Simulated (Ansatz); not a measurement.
**MeNH2 on W (100)**

This session takes W and sets out to adsorb MeNH2 from several starts and take the binding apart.

The COD cell was measured well above room temperature, so it is larger than a cold one.

Computed with Ansatz 0.2.0 (DFT PBE+D3(BJ), scalar-relativistic, plane waves, PAW, unless a step's input says otherwise).

3 further runs of the same task are left out: 3 set aside as unsound or not needed.

## Step 1: The system as given

The structure is tetragonal, space group P4mm (No. 99). Conventional cell: a = 3.159 Å, b = 3.159 Å, c = 22.319 Å, α = 90.00°, β = 90.00°, γ = 90.00°. Around W (site symmetry 4mm) lie 9 W at 2.74 to 3.16 Å. Around W (site symmetry 4mm) lie 8 W at 2.72 to 2.74 Å. Around W (site symmetry 4mm) lie 14 W at 2.72 to 3.16 Å. W (site symmetry 4mm) is surrounded by 8 W at 2.64 to 2.77 Å. Around W (site symmetry 4mm) lie 4 W at 2.64 Å.

As a file:

```cif
data_structure
_symmetry_space_group_name_H-M 'P 1'
_symmetry_Int_Tables_number 1
_cell_length_a 6.3187
_cell_length_b 6.3187
_cell_length_c 22.3187
_cell_angle_alpha 90.000
_cell_angle_beta 90.000
_cell_angle_gamma 90.000
_cell_volume 891.11
loop_
_atom_site_label
_atom_site_type_symbol
_atom_site_fract_x
_atom_site_fract_y
_atom_site_fract_z
_atom_site_occupancy
W1 W 0.25000 0.75000 0.35844 1
W2 W 0.25000 0.25000 0.35844 1
W3 W 0.75000 0.75000 0.35844 1
W4 W 0.75000 0.25000 0.35844 1
W5 W 0.50000 0.50000 0.42922 1
W6 W 0.50000 0.00000 0.42922 1
W7 W 0.00000 0.50000 0.42922 1
W8 W 0.00000 0.00000 0.42922 1
W9 W 0.75000 0.25000 0.49881 1
W10 W 0.75000 0.75000 0.49881 1
W11 W 0.25000 0.25000 0.49881 1
W12 W 0.25000 0.75000 0.49881 1
W13 W 0.00000 0.00000 0.57252 1
W14 W 0.00000 0.50000 0.57252 1
W15 W 0.50000 0.00000 0.57252 1
W16 W 0.50000 0.50000 0.57252 1
W17 W 0.25000 0.75000 0.63555 1
W18 W 0.25000 0.25000 0.63555 1
W19 W 0.75000 0.75000 0.63555 1
W20 W 0.75000 0.25000 0.63555 1
```

Planes are indexed in the bulk's conventional cell (Im-3m (No. 229)), a = 3.159 Å, b = 3.159 Å, c = 3.159 Å, α = 90.00°, β = 90.00°, γ = 90.00°.

This (100) slab, 6.3 Å thick as cut, with 16 Å of vacuum, in a 2×2 surface cell; its outer planes are W (top) and W (bottom), was relaxed beforehand with its lower half held: -207684.9178 eV, work function 4.07 eV (top face), 4.22 eV (bottom face), dipole along +c 0.034 e·Å per cell.

## Step 2: MeNH2, donor, over a top (W) site

Input file input.yaml:

```yaml
crystal:
  lattice:
    - [6.3187499463, 0.0, 0.0]
    - [0.0, 6.3187499463, 0.0]
    - [0.0, 0.0, 26.5332499463]
  atoms:
    - { symbol: W, position: [0.25, 0.75, 0.3015084852] }
    - { symbol: W, position: [0.25, 0.25, 0.3015084852] }
    - { symbol: W, position: [0.75, 0.75, 0.3015084852] }
    - { symbol: W, position: [0.75, 0.25, 0.3015084852] }
    - { symbol: W, position: [0.5, 0.5, 0.3610446329] }
    - { symbol: W, position: [0.5, 0.0, 0.3610446329] }
    - { symbol: W, position: [0.0, 0.5, 0.3610446329] }
    - { symbol: W, position: [0.0, 0.0, 0.3610446329] }
    - { symbol: W, position: [0.75, 0.25, 0.4195829062] }
    - { symbol: W, position: [0.75, 0.75, 0.4195829062] }
    - { symbol: W, position: [0.25, 0.25, 0.4195829062] }
    - { symbol: W, position: [0.25, 0.75, 0.4195829062] }
    - { symbol: W, position: [0.0, 0.0, 0.481579621] }
    - { symbol: W, position: [0.0, 0.5, 0.481579621] }
    - { symbol: W, position: [0.5, 0.0, 0.481579621] }
    - { symbol: W, position: [0.5, 0.5, 0.481579621] }
    - { symbol: W, position: [0.25, 0.75, 0.5345978092] }
    - { symbol: W, position: [0.25, 0.25, 0.5345978092] }
    - { symbol: W, position: [0.75, 0.75, 0.5345978092] }
    - { symbol: W, position: [0.75, 0.25, 0.5345978092] }
    - { symbol: C, position: [0.1529287568, -0.1057160067, 0.6854123535] }
    - { symbol: "N", position: [0.1155696076, -0.112952591, 0.6312878116] }
    - { symbol: H, position: [0.2162815746, 0.052053964, 0.6959990702] }
    - { symbol: H, position: [0.2706060837, -0.2284378248, 0.6959990702] }
    - { symbol: H, position: [0.0030415256, -0.1347549025, 0.7062503587] }
    - { symbol: H, position: [0.0, 0.0, 0.6227890411] }
    - { symbol: H, position: [0.0505307509, -0.2608984032, 0.6227890411] }
basis:
  ecutwfc: 420
kpoints:
  mp_grid: { grid: [3, 3, 1] }
hamiltonian:
  xc: pbe
  dispersion: d3bj
scf:
  occupations: { method: gaussian, width: 0.1 }
output:
  forces: true
  eigenvalues: true
  write_density: true
  write_potential: true
  elf: true
  volumetric_format: npy
relax:
  adjacent_minimum: "off"
  f_tol: 0.04
  max_steps: 100
  constraints: [{ sites: [0, 1, 2, 3, 4, 5, 6, 7] }]
efield:
  axis: 3
  dipole_correction: true
  ramp_width: 0.04
```

Run with:

```console
$ ansatz run input.yaml --threads 4 --pin off --max-ram 10240MiB --backend cpu --events-out ev --progress --plain --runs-dir out
```

The session goes on with these runs: MeNH2, tilted, over a top (W) site; the lowest end once more, with its density; the slab alone, frozen as in the lowest end; the molecules alone, frozen as adsorbed.

**Question.** What will these runs give? Wanted: MeNH2: lowest end; interaction of the frozen parts; electrons moved above the midplane.

**Answer**, as computed:

```
                                    quantity                                   value
                           MeNH2: lowest end  E_ads -2.03 eV, donor start over top W
             interaction of the frozen parts                         -1.69 eV a cell
                  cost of deforming the slab                                -0.36 eV
cost of deforming and crowding the molecules                                 0.02 eV
          electrons moved above the midplane                                  +0.031
```

MeNH2 binds with 2.03 eV a molecule at best. In all 0.56 electrons are rearranged, and 0.03 cross the midplane towards the molecule. Spin-orbit coupling is left out, which matters for the bands of W. The log warns that the dispersion term switches its coefficients with the atoms' coordination near these geometries, so kinks or extra dips may come from it and not from the bonding.
